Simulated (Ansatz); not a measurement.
**AlGa₂ (doublet): the correlation ladder, cc-pVTZ**

One table from this session's results is given with a row withheld; the runs are named, their logs left out.

Program: Ansatz 0.2.0, Gaussian basis. Level of theory: cc-pVTZ, core rule «outside noble gas», up to 33 orbitals frozen. These are calculated values, not measurements.

To be run: UHF; CCSD(T) on ROHF; CCSD(T) on UHF; BCCD(T) on ROHF; CCSDT(Q) on ROHF; CCSDT(Q) on UHF; CASSCF and NEVPT2, 9 electrons in 12 orbitals.

5 further runs of the same task are left out: 5 set aside as unsound or not needed.

## The system

The geometry is a PBE0/def2-TZVP stationary point (not a proven minimum) of the parent state, kept for this charge and spin. No spin-orbit coupling is included. The filled d shell of Ga may be among the frozen orbitals whatever the setting's name suggests; the logs give the count.

3 atoms, charge 0, spin multiplicity 2.

Atoms are counted from 1 here; the program's logs count them from 0.

Bond lengths: Al1–Ga2 2.562 Å, Ga2–Ga3 2.562 Å. Angles: Al1–Ga2–Ga3 71.7°.

The first run:

in.yaml reads:

```yaml
crystal:
  periodic: [false, false, false]
  atoms:
    - {symbol: Al, position_ang: [0.000000, 1.851914, 0.941240]}
    - {symbol: Ga, position_ang: [0.000000, -0.707474, 1.050515]}
    - {symbol: Ga, position_ang: [0.000000, -0.009183, -1.414758]}
basis:
  gaussian: {orbitals: cc-pVTZ}
magnetization: {spin_polarized: true, initial_magnetization: 1}
hamiltonian: {xc: hf}
output: {orbitals: {seedname: orbitals}}
```

The run is started by

```
> ansatz run in.yaml --threads 1 --pin off --events-out ev --progress --plain --max-ram 4096MiB --backend cpu
```

Steps of the session up to this table: UHF; CCSD(T) on ROHF; CCSD(T) on UHF; BCCD(T) on ROHF; CCSDT(Q) on ROHF; CCSDT(Q) on UHF; CASSCF and NEVPT2, 9 electrons in 12 orbitals.

One table of the session follows, with a row left open; its other results are not shown here.

It belongs to the step «Misses and costs». 

| method | from RCCSDT(Q) (kcal/mol) |
| --- | --- |
| RMP2 | +27.41 |
| UMP2 | +30.50 |
| RCCSD | +14.05 |
| UCCSD | +13.74 |
| RCCSD(T) | +2.33 |
| UCCSD(T) | +2.43 |
| BCCD(T) | +2.29 |
| RCCSDT | +1.44 |
| UCCSDT | +1.34 |
| RCCSDT(Q) | 0 |
| UCCSDT(Q) | -0.15 |
| CASSCF valence | ? |
| NEVPT2 valence | +17.15 |

**Question.** Estimate the row for CASSCF valence.

As computed: from RCCSDT(Q) (kcal/mol): +72.33. In the column «from RCCSDT(Q) (kcal/mol)» it is the highest.

Left out of the table: ROHF, UHF (another determinant or state than the rows shown).

Caveats from the session: The determinant is far from a pure spin state, so its energy mixes those of several spin states (harmless only where they are near-degenerate, as at dissociation). Warnings: spin contamination; coupled cluster took another determinant than the lowest. Restricted and unrestricted rows rest on different reference determinants; where their highest levels disagree by more than a few hundredths of an eV, they describe different states and don't form one ladder.
